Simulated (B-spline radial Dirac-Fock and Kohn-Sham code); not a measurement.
# An X-ray data sheet for Lu⁵³⁺, step by step

Aim: for the Lu⁵³⁺ ion, compute its X-ray form factor and Compton profile, the binding energy of each subshell and how cheaper methods do for the levels.

The numbers are computed with B-spline radial Dirac-Fock and Kohn-Sham code (version 2): a free atom or ion on a radial basis; each step names its model.

## 1. What is computed

The Lu⁵³⁺ ion, configuration [Ne] 3s2 3p6.

| Quantity | Value |
| --- | --- |
| nuclear charge | 71 |
| electrons | 18 |
| mass number | 175 |
| nuclear rms radius | 5.37 fm |

Outer shells as boxes (Hund's rule, for the drawing alone; heavy ions are jj-coupled, and the calculation averages over the configuration):

```
[Ne] core
3s [↑↓]
3p [↑↓][↑↓][↑↓]
```

## 2. Scattering by the electron cloud

Model: Dirac-Fock average of configuration, finite nucleus; form factor of the spherical density, Waller-Hartree incoherent function, impulse-approximation Compton profiles.

Settings, as recorded:

```ini
task = scatter
Z = 71
charge = 53
configuration = 1s2 2s2 2p6 3s2 3p6
mass_number = 175
rms_radius = 5.37  # fm
s = [0.0, 0.05, 0.1, 0.15, 0.2, 0.25, 0.3, 0.35, 0.4, 0.45, 0.5, 0.6, 0.7, 0.8, 0.9, 1.0, 1.1, 1.2, 1.4, 1.6, 1.8, 2.0, 2.5, 3.0, 3.5, 4.0, 5.0, 6.0]  # 1/A
pz = [0, 0.1, 0.14, 0.2, 0.29, 0.41, 0.59, 0.84, 1.2, 1.7, 2.4, 3.5, 4.9, 7.0, 10.0, 14.0, 20.0, 29.0, 41.0, 59.0, 84.0]  # a.u.
photon_energy = [1000, 5000, 17479.3, 20000, 30000, 200000, 500000, 1000000]  # eV
```

The program writes no log. Results of the run, from its result record (rounded, main fields):

```text
{
  "status": "converged",
  "form_factor [e]": [18.0, 17.993, 17.97, 17.933, 17.881, 17.815, 17.735, 17.64, 17.532, 17.411, 17.278, 16.974, 16.627, 16.24, 15.82, 15.371, 14.9, 14.413, 13.41, 12.404, 11.432, 10.52, 8.6097, 7.2598, 6.356, 5.723, 4.753, 3.8588],
  "incoherent": [1.5081e-11, 0.0082754, 0.033049, 0.074161, 0.13135, 0.20426, 0.29242, 0.39531, 0.51228, 0.64264, 0.78563, 1.1062, 1.4669, 1.8605, 2.2794, 2.7165, 3.1649, 3.6186, 4.5214, 5.3923, 6.2118, 6.9705, 8.5971, 9.8831, 10.903, 11.732, 13.044, 14.07],
  "compton_total [1/a.u.]": [0.64207, 0.64203, 0.64198, 0.64188, 0.64168, 0.64128, 0.64043, 0.63874, 0.63527, 0.62845, 0.61502, 0.58525, 0.53411, 0.44045, 0.31011, 0.1971, 0.12282, 0.066785, 0.029645, 0.010711, 0.0035307],
  "shells": ["1s1/2", "2s1/2", "2p1/2", "2p3/2", "3s1/2", "3p1/2", "3p3/2"],
  "occupation": [2.0, 2.0, 2.0, 4.0, 2.0, 2.0, 4.0],
  "mean_momentum [a.u.]": [72.466, 26.238, 34.535, 30.998, 14.521, 17.156, 16.155],
  "r2 [bohr^2]": 0.40498,
  "r_inverse [1/bohr]": 372.9,
  "r1 [bohr]": 2.189,
  "coherent [b]": [215.31, 209.87, 161.32, 149.6, 108.94, 8.2495, 1.5985, 0.42349],
  "incoherent_cross_section [b]": [0.0071204, 0.17025, 1.5446, 1.8686, 3.0205, 6.0161, 4.882, 3.7046]
}
```

The scattering functions against s = sin θ / λ:

```
s (1/Å)  f (e)  f / N     S(s)
      0  18.00  1.000        0
  0.100  17.97  0.998  0.03305
  0.200  17.88  0.993   0.1314
  0.300  17.73  0.985   0.2924
  0.400  17.53  0.974   0.5123
  0.500  17.28  0.960   0.7856
  0.700  16.63  0.924    1.467
  0.900  15.82  0.879    2.279
   1.10  14.90  0.828    3.165
   1.40  13.41  0.745    4.521
   1.80  11.43  0.635    6.212
   2.50  8.610  0.478    8.597
   3.50  6.356  0.353    10.90
   5.00  4.753  0.264    13.04
```

## 3. Hole states by ΔSCF

Model: Dirac-Fock average of configuration, Delta-SCF, finite nucleus, first-order Breit with its frequency dependence, self-energy and vacuum polarisation.

The run's settings:

```ini
task = binding
```

The program writes no log. Results of the run, from its result record (rounded, main fields):

```text
{
  "status": "converged",
  "shells": ["K", "L1", "L2", "L3", "M1", "M2", "M3"],
  "total_energy_parts [Ha]": [-11802.56, 14.5573135, -1.41454449, -0.265790897, 11.9305376, -2.06342689],
  "koopmans [eV]": [67453.1, 14603.3, 14109.8, 12970.0, 5666.22, 5463.93, 5174.39],
  "dirac_coulomb [eV]": [67418.5, 14595.3, 14099.2, 12961.0, 5665.19, 5462.66, 5173.33],
  "gaunt [eV]": [-223.06, -24.4365, -39.597, -27.04, -5.75434, -9.62403, -6.64149],
  "retardation [eV]": [17.0576, 1.89189, 3.82669, 3.87011, 0.617257, 1.1907, 1.21506],
  "breit_frequency [eV]": [3.40992, -0.23323, -0.0693256, 1.4216, -0.0774281, -0.0807856, 0.353038],
  "self_energy [eV]": [-127.552, -18.403, 0.00738245, -1.33539, -4.86462, -0.147791, -0.442365],
  "vacuum_polarisation [eV]": [23.1169, 3.11297, 0.104714, -0.11382, 0.795565, 0.0350561, -0.0298658],
  "binding [eV]": [67111.5, 14557.2, 14063.4, 12937.8, 5655.91, 5454.03, 5167.78],
  "mean_radius [bohr]": [0.0193176, 0.0803649, 0.0667305, 0.0740438, 0.197608, 0.186649, 0.197875]
}
```

total_energy_parts: Dirac-Coulomb, Gaunt, retardation, frequency dependence, self-energy, vacuum polarisation. 

Each level as Koopmans' value plus corrections (eV):

| level | -ε | relaxation | Breit | QED | binding |
| --- | --- | --- | --- | --- | --- |
| 1s | 67453.1 | -34.52 | -202.59 | -104.43 | 67111.5 |
| 2s | 14603.3 | -8.02 | -22.78 | -15.29 | 14557.2 |
| 2p1/2 | 14109.8 | -10.58 | -35.84 | 0.11 | 14063.4 |
| 2p3/2 | 12970.0 | -8.97 | -21.75 | -1.45 | 12937.8 |
| 3s | 5666.2 | -1.03 | -5.21 | -4.07 | 5655.9 |
| 3p1/2 | 5463.9 | -1.27 | -8.51 | -0.11 | 5454.0 |
| 3p3/2 | 5174.4 | -1.06 | -5.07 | -0.47 | 5167.8 |

X-ray lines as differences of these levels:

```
       line  energy (eV)
 Kβ1 (K-M3)      61943.7
 Kβ3 (K-M2)      61657.5
 Kα1 (K-L3)      54173.7
 Kα2 (K-L2)      53048.1
Lβ3 (L1-M3)       9389.5
Lβ4 (L1-M2)       9103.2
 Lη (L2-M1)       8407.5
 Lℓ (L3-M1)       7281.9
```

## 4. Dirac LDA, for comparison

Model: Dirac-Kohn-Sham LDA (Slater exchange, VWN correlation), finite nucleus, spherical and without spin polarisation.

Settings, as recorded:

```ini
task = binding-ladder
method = lda,vwn
relativity = dirac
```

The program writes no log. Results of the run, from its result record (rounded, main fields):

```text
{
  "status": "converged",
  "shells": ["K", "L1", "L2", "L3", "M1", "M2", "M3"],
  "minus_eigenvalue [eV]": [66830.8, 14378.8, 13930.1, 12795.8, 5575.69, 5405.79, 5116.25],
  "delta_scf [eV]": [67405.6, 14518.2, 14099.2, 12948.1, 5634.21, 5468.03, 5174.95],
  "total_energy [Ha]": -11796.049,
  "dirac_fock_binding [eV]": [67111.5, 14557.2, 14063.4, 12937.8, 5655.91, 5454.03, 5167.78]
}
```

Beside the Dirac-Fock ΔSCF result with Breit and QED, in eV:

```csv
level,-ε,miss,ΔSCF,miss,Dirac-Fock
K,66830.8,-280.8,67405.6,+294.1,67111.5
L1,14378.8,-178.4,14518.2,-39.0,14557.2
L2,13930.1,-133.3,14099.2,+35.7,14063.4
L3,12795.8,-142.0,12948.1,+10.3,12937.8
M1,5575.7,-80.2,5634.2,-21.7,5655.9
M2,5405.8,-48.2,5468.0,+14.0,5454.0
M3,5116.3,-51.5,5175.0,+7.2,5167.8
```

## 5. non-relativistic HF, for comparison

Model: non-relativistic Hartree-Fock, average of configuration, point nucleus.

Recorded inputs:

```ini
task = binding-ladder
method = hf
relativity = nr
```

The program writes no log. Results of the run, from its result record (rounded, main fields):

```text
{
  "status": "converged",
  "shells": ["1s", "2s", "2p", "3s", "3p"],
  "minus_eigenvalue [eV]": [62680.2, 13290.5, 12886.1, 5275.24, 5102.54],
  "delta_scf [eV]": [62652.2, 13283.9, 12877.7, 5274.35, 5101.52],
  "total_energy [Ha]": -11101.8768
}
```

Against the Dirac-Fock value with Breit and QED (eV):

| level | -ε | miss | ΔSCF | miss | Dirac-Fock |
| --- | --- | --- | --- | --- | --- |
| 1s | 62680.2 | -4431.3 | 62652.2 | -4459.3 | 67111.5 |
| 2s | 13290.5 | -1266.8 | 13283.9 | -1273.4 | 14557.2 |
| 2p | 12886.1 | -426.9 | 12877.7 | -435.4 | 13313.0 |
| 3s | 5275.2 | -380.7 | 5274.3 | -381.6 | 5655.9 |
| 3p | 5102.5 | -160.7 | 5101.5 | -161.7 | 5263.2 |

Spin-orbit partners are averaged with weights 2j + 1.

## 6. Methods side by side

| method | level | eigenvalue miss (%) | ΔSCF miss (%) | time |
| --- | --- | --- | --- | --- |
| Dirac LDA | K | -0.42 | +0.44 | 0.66 s |
| non-relativistic HF | 1s | -6.60 | -6.64 | 0.07 s |
| Dirac-Fock + Breit + QED | all | - | reference | 1.1 s |

Times cover the ground state and all hole states of a step, on one thread of a shared host; states solved in an earlier step are reused, and a first call can include compiling.

## 7. Summary of results

| quantity | value |
| --- | --- |
| rms radius of the electron cloud | 0.150 bohr |
| form factor halves at | 2.4 1/Å |
| Compton profile at zero | 0.6421 1/a.u. |
| deepest level listed, K (1s) | 67111.5 eV |
| least bound, M3 (3p3/2) | 5167.8 eV |
| Kα1 | 54173.7 eV |
| ionisation energy, NIST (theoretical) | 5168.00 eV |
| Dirac LDA, K: eigenvalue / ΔSCF | 66830.8 / 67405.6 eV |
| non-relativistic HF, 1s: eigenvalue / ΔSCF | 62680.2 / 62652.2 eV |

In words: The form factor starts at the 18 electrons and halves by s = 2.4 1/Å. Incoherent scattering outweighs coherent from 500 keV on, among the energies asked. The K (1s) level lies 34.5 eV under Koopmans' value by relaxation alone; Breit gives -202.59 and QED -104.43 eV. NIST's ionisation energy differs by +0.22 eV from the least binding energy, within its stated uncertainty. Dirac LDA misses the K level by -0.4 % with its eigenvalue and by +0.4 % with ΔSCF. Breit and QED terms, which only the reference holds, shift this level by tenths of a per cent, so the eigenvalue's nearness can be cancellation. Non-relativistic HF misses the 1s level by -6.6 % with its eigenvalue and by -6.6 % with ΔSCF, as relativity is missing. The Hartree-Fock and Dirac-Fock values hold no electron correlation.
